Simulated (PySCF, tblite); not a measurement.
# C4H7N3OSi: geometry, infrared bands and NMR shifts

What infrared bands and NMR shifts should C4H7N3OSi (`O[SiH2]Nc1cncnc1`) show?

Computed with tblite 0.8.0 and PySCF 2.14.0, with density-fitted response routines of our own, on a single molecule in the gas phase. Atoms are numbered from 0 throughout.

## Step 1: The molecule as given

16 atoms, charge 0, multiplicity 1; geometry from: force field or distance geometry start.

Bonds of the start (Å): O0–Si1 1.72, Si1–N2 1.79, N2–C3 1.42, C3–C4 1.37, C4–N5 1.36, N5–C6 1.34, C6–N7 1.33, N7–C8 1.34, C8–C3 1.38, O0–H9 0.97, Si1–H10 1.45, Si1–H11 1.46, N2–H12 1.04, C4–H13 1.11, C6–H14 1.08, C8–H15 1.08.

## Step 2: Geometry optimisation with GFN2-xTB

The job: settings as JSON, then the geometry in Å.

```
{"job": {"kind": "relax", "xc": "GFN2-xTB", "basis": "xTB"}, "charge": 0, "multiplicity": 1}
O      1.458700     1.609600     0.524800
Si     2.308200     0.214300     0.002200
N      1.059200    -1.002600    -0.414100
C     -0.288200    -0.623900    -0.148000
C     -0.809300     0.442300    -0.840000
N     -2.085100     0.874500    -0.653800
C     -2.867800     0.255600     0.247300
N     -2.347700    -0.769500     0.921700
C     -1.102400    -1.254800     0.774000
H      1.905900     2.448200     0.333100
H      3.058700     0.534300    -1.202200
H      3.165400    -0.247600     1.093800
H      1.311300    -1.918600    -0.837600
H     -0.178200     0.967000    -1.587400
H     -3.885400     0.566900     0.439600
H     -0.711000    -2.086700     1.335100
```

The run is started by

```console
$ OMP_NUM_THREADS=1 python probes_run.py task.json out
```

This one command runs all jobs of the session in turn.

**Question.** This job is followed by: GFN2-xTB harmonic vibrations, gas phase; GIAO PBE0/pcSseg-1 NMR shielding, non-relativistic, gas phase. What will the session give for the following? strongest single infrared mode (GFN2-xTB); zero-point energy (GFN2-xTB); ¹³C shifts against TMS (PBE0/pcSseg-1, means over atoms taken as alike); ¹H shifts against TMS (PBE0/pcSseg-1, means over atoms taken as alike); ¹⁷O shifts against H2O (PBE0/pcSseg-1); ²⁹Si shifts against TMS (PBE0/pcSseg-1); ¹⁵N shifts against NH3 (PBE0/pcSseg-1, means over atoms taken as alike).

As calculated:

```
                                                               quantity                             value
                              strongest single infrared mode (GFN2-xTB)             1456 cm⁻¹, 507 km/mol
                                           zero-point energy (GFN2-xTB)                     69.3 kcal/mol
¹³C shifts against TMS (PBE0/pcSseg-1, means over atoms taken as alike)           155.7, 147.6, 145.0 ppm
 ¹H shifts against TMS (PBE0/pcSseg-1, means over atoms taken as alike)  8.98, 8.51, 5.25, 3.68, 1.30 ppm
                                 ¹⁷O shifts against H2O (PBE0/pcSseg-1)                          31.1 ppm
                                ²⁹Si shifts against TMS (PBE0/pcSseg-1)                         -40.7 ppm
¹⁵N shifts against NH3 (PBE0/pcSseg-1, means over atoms taken as alike)                   335.4, 79.9 ppm
```

**Reading.** Over 126 steps the energy fell by 1.026 eV; of the close pairs, O0–Si1 changed most, 1.715 to 1.621 Å. No mode is imaginary among the 42: a minimum at this level. The strongest single mode, at 1456 cm⁻¹, is spread over several atoms, C3, N2, N7, N5 among them. GFN2-xTB is a fitted tight-binding method: band positions and strengths are rough. Its intensities can rank the bands wrongly. At PBE0/pcSseg-1: Shielding is most anisotropic at N5, N7 (span 619 ppm, paramagnetic term -399 ppm). NICS(1)zz of -26 ppm above the planar ring from C3 marks a diatropic (aromatic) ring current.
